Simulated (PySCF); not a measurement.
# C3H7BFN: the cost of one run

Computed with PySCF 2.14.0, with density-fitted response routines of our own, on a single molecule in the gas phase. Atoms count from 0, in the outputs and in this text.

## 1. Starting geometry

13 atoms, charge 0, multiplicity 1; geometry from: GFN2-xTB.

Bonds of the start (Å): C0–C1 1.33, C1–C2 1.50, C1–B3 1.57, B3–N4 1.39, B3–F5 1.34, C0–H6 1.08, C0–H7 1.08, C2–H8 1.09, C2–H9 1.09, C2–H10 1.09, N4–H11 1.01, N4–H12 1.00.

## 2. TDDFT and polarisability: CAM-B3LYP/def2-SVPD

The job: settings as JSON, then the geometry in Å.

```
{"job": {"kind": "uv", "xc": "CAM-B3LYP", "basis": "def2-SVPD", "nstates": 8, "ntriplets": 3}, "charge": 0, "multiplicity": 1}
C     -0.694023    -1.752406     0.047628
C     -0.311838    -0.478126     0.000091
C     -1.337112     0.621548    -0.067325
B      1.211456    -0.094876     0.017314
N      1.689009     1.209052     0.022743
F      2.138988    -1.067040     0.031089
H      0.028313    -2.549627     0.093587
H     -1.733221    -2.046262     0.041027
H     -1.222165     1.297797     0.778986
H     -2.347058     0.217629    -0.056057
H     -1.204288     1.201573    -0.979815
H      2.672878     1.416802     0.038125
H      1.104672     2.024422     0.014877
```

With the program's defaults for keys left out, this is: TDDFT CAM-B3LYP/def2-SVPD, vertical, gas phase, core orbitals frozen in the response.

On the command line:

```sh
OMP_NUM_THREADS=1 python probes_run.py task.json out
```

This one command runs all jobs of the session in turn.

Q: Estimate the wall time and peak memory of this first job on 1 thread of Arm Neoverse V2, shared host.

About 25 s, with a peak of 0.76 GiB.
